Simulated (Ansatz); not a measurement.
# C₂H₄BrGaO: one species, many methods

The task here is to estimate one member of a computed series from the others.

Computed with Ansatz 0.2.0, Gaussian basis. Level: functionals in def2-TZVPP, the program's frozen cores in correlated methods.

The runs, in order: LDA (SPW92), PBE-D4, revPBE-D4, BLYP-D4, r2SCAN-D4, B97M-V, PBE0-D4, B3LYP-D4, r2SCANh-D4, r2SCAN0-D4, HSE06-D4, BHLYP-D4, CAM-B3LYP-D4, LC-ωPBE, ωB97X-V, ωB97M-V, B2PLYP, PBE-QIDH; CCSD(T)/def2-SVP; CCSD(T)/def2-TZVPP; MP2/def2-QZVPP; extrapolation to the limit; RPA on PBE.

## The relaxed structure

An earlier PBE0-D4 in a triple-zeta def2 set relaxation fixed the geometry.

9 atoms, charge 0, spin multiplicity 1.

Atoms are counted from 1 here; the program's logs count them from 0.

Bond lengths: O1–C2 1.331 Å, O1–H6 0.966 Å, C2–Br3 1.902 Å, C2–C4 1.342 Å, C4–H7 1.079 Å, C4–H8 1.084 Å, Ga5–H9 1.691 Å. Angles: C2–O1–H6 109.2°, O1–C2–Br3 116.4°, O1–C2–C4 123.6°, Br3–C2–C4 119.6°, C2–C4–H7 121.4°, C2–C4–H8 118.5°, H7–C4–H8 119.0°.

Geometry (Å):

```mol
C2H4BrGaO
  3D, bonds by distance, orders not assigned

  9  7  0  0  0  0  0  0  0  0999 V2000
   -0.0110   -1.3594    0.8976 O   0  0
    0.5211   -0.3346    0.2365 C   0  0
    1.5849    0.8688    1.2553 Br  0  0
    0.4519   -0.1940   -1.0962 C   0  0
   -1.4279    1.5370   -0.6418 Ga  0  0
   -0.4325   -1.0338    1.7035 H   0  0
    1.0911    0.4980   -1.6219 H   0  0
   -0.1145   -0.9225   -1.6654 H   0  0
   -1.5747    0.8940    0.9153 H   0  0
  1  2  8  0
  1  6  8  0
  2  3  8  0
  2  4  8  0
  4  7  8  0
  4  8  8  0
  5  9  8  0
M  END
```

The first run:

in.yaml reads:

```yaml
crystal:
  periodic: [false, false, false]
  atoms:
    - {symbol: O, position_ang: [-0.010959, -1.359411, 0.897645]}
    - {symbol: C, position_ang: [0.521104, -0.334615, 0.236524]}
    - {symbol: Br, position_ang: [1.584904, 0.868768, 1.255329]}
    - {symbol: C, position_ang: [0.451867, -0.193967, -1.096211]}
    - {symbol: Ga, position_ang: [-1.427890, 1.536995, -0.641812]}
    - {symbol: H, position_ang: [-0.432488, -1.033798, 1.703456]}
    - {symbol: H, position_ang: [1.091138, 0.498029, -1.621948]}
    - {symbol: H, position_ang: [-0.114530, -0.922507, -1.665385]}
    - {symbol: H, position_ang: [-1.574745, 0.894003, 0.915302]}
basis:
  gaussian: {orbitals: def2-TZVPP}
hamiltonian: {xc: lda}
output: {orbitals: {seedname: orbitals}}
```

Run with:

```bash
ansatz run in.yaml --threads 4 --pin off --events-out ev --progress --plain --max-ram 10444MiB
```

Among the steps run: LDA; PBE-D4 (GGA); revPBE-D4 (GGA); BLYP-D4 (GGA); r2SCAN-D4 (meta-GGA); B97M-V (meta-GGA); PBE0-D4 (hybrid); B3LYP-D4 (hybrid); r2SCANh-D4 (hybrid); r2SCAN0-D4 (hybrid); HSE06-D4 (hybrid); BHLYP-D4 (hybrid); CAM-B3LYP-D4 (range-separated); LC-ωPBE (range-separated); ωB97X-V (range-separated); ωB97M-V (range-separated); B2PLYP (double hybrid); PBE-QIDH (double hybrid).

One table of the session follows, with a row left open; its other results are not shown here.

It belongs to the step «Frontier levels by functional». 

```
  functional  HOMO (eV)  LUMO (eV)  gap (eV)
 LDA (SPW92)      -4.90      -2.45      2.45
      PBE-D4      -4.74      -2.18      2.56
   revPBE-D4      -4.68      -2.07      2.61
     BLYP-D4      -4.64      -2.08      2.56
   r2SCAN-D4      -4.95      -2.03      2.91
      B97M-V      -4.87      -2.08      2.79
     PBE0-D4          ?          ?         ?
    B3LYP-D4      -5.52      -1.63      3.88
  r2SCANh-D4      -5.28      -1.76      3.52
  r2SCAN0-D4      -5.78      -1.35      4.43
    HSE06-D4      -5.25      -1.79      3.46
    BHLYP-D4      -6.45      -0.63      5.82
CAM-B3LYP-D4      -6.85      -0.48      6.37
     LC-ωPBE      -8.00       0.59      8.59
     ωB97X-V      -7.72       0.48      8.20
     ωB97M-V      -7.64       0.31      7.95
```

Q: Estimate the row for PBE0-D4 from the others.

The run gave: HOMO (eV): -5.64; LUMO (eV): -1.42; gap (eV): 4.21. In the column «HOMO (eV)» it lies between r2SCAN0-D4 (-5.78) and B3LYP-D4 (-5.52).
